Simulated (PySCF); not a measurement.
# Ways to converge the SCF of GeS⁻

Aim: find out which solver settings change the answer for GeS⁻.

Program: PySCF 2.14.0. Level of theory: method and basis as typed in the scripts. These are calculated values, not measurements.

2 further runs of the same task are left out: 2 that didn't finish.

## 1. The system as given

GeS⁻: 2 atoms, charge -1, spin multiplicity 2.

Bond lengths: Ge1–S2 2.245 Å.

## 2. Base script

File input.py:

```python
from pyscf import gto, dft, tdscf

mol = gto.M(
    atom='Ge 0 0 0; S 0 0 2.245',
    basis='def2-svp',
    charge=-1,
    spin=1,
    verbose=4,
)
mf = dft.UKS(mol, xc='hcth407')
mf.kernel()
td = tdscf.TDA(mf)
td.nstates = 8
td.kernel()
td.analyze()
mf.dip_moment()
print('orbital energies (hartree):', [e[max(0, n-3):n+3].round(4) for e, n in zip(mf.mo_energy, mol.nelec)])
```

Run with:

```
$ OMP_NUM_THREADS=1 python input.py
```

The log of this run is left out.

Base result: E(SCF) = -2476.016044 Eh, 12 cycles, ⟨S²⟩ = 0.755, excitations 0.08, 2.20, 2.33, 2.72, 2.74 eV.

The bond length is a typed value, not an optimised one. The dipole of an ion depends on the origin.

## 3. Convergence threshold 1e-05 hartree

Variant 1 changes convergence threshold: default → 1e-05 hartree.

File input.py:

```python
from pyscf import gto, dft, tdscf

mol = gto.M(
    atom='Ge 0 0 0; S 0 0 2.245',
    basis='def2-svp',
    charge=-1,
    spin=1,
    verbose=4,
)
mf = dft.UKS(mol, xc='hcth407')
mf.conv_tol = 1e-05
mf.kernel()
td = tdscf.TDA(mf)
td.nstates = 8
td.kernel()
td.analyze()
mf.dip_moment()
print('orbital energies (hartree):', [e[max(0, n-3):n+3].round(4) for e, n in zip(mf.mo_energy, mol.nelec)])
```

Run with:

```
$ OMP_NUM_THREADS=1 python input.py
```

## 4. Second-order solver on

Variant 2 changes second-order solver: off → on.

input.py: that of step 2 with these lines changed.

```diff
@@ -10,2 +10,3 @@
 mf = dft.UKS(mol, xc='hcth407')
+mf = mf.newton()
 mf.kernel()
```

Before running it: what results should come out? Wanted: for each run, E(SCF); from base; gap, α spin; after the SCF.

As calculated:

```tsv
run	E(SCF) (hartree)	from base (eV)	cycles	gap, α spin (eV)	after the SCF
base	-2476.016044	0	12	0.11	lowest root found 0.08 eV
convergence threshold 1e-05 hartree	-2476.015960	+0.0023	7	0.11	lowest root found 0.08 eV
second-order solver on	-2476.016044	0.0000	4 macro	0.11	lowest root found 0.08 eV
```

Distance from each run's final energy (log10 hartree) by cycle:

```tsv
run	cycle 1	cycle 2	cycle 3	cycle 5	cycle 8	cycle 12
base	-0.9	0.3	-2.1	-3.2	-5.7	-10.4
convergence threshold 1e-05 hartree	-0.9	0.3	-2.1	-3.3	done	done
second-order solver on	-1.6	-3.8	< -11	done	done	done
```

What this shows: The highest filled level of this anion is positive: the basis lacks diffuse functions or the electron is not bound, so these numbers hang on the basis. The SCF energy stays the same, to the digits that matter, with second-order solver on.
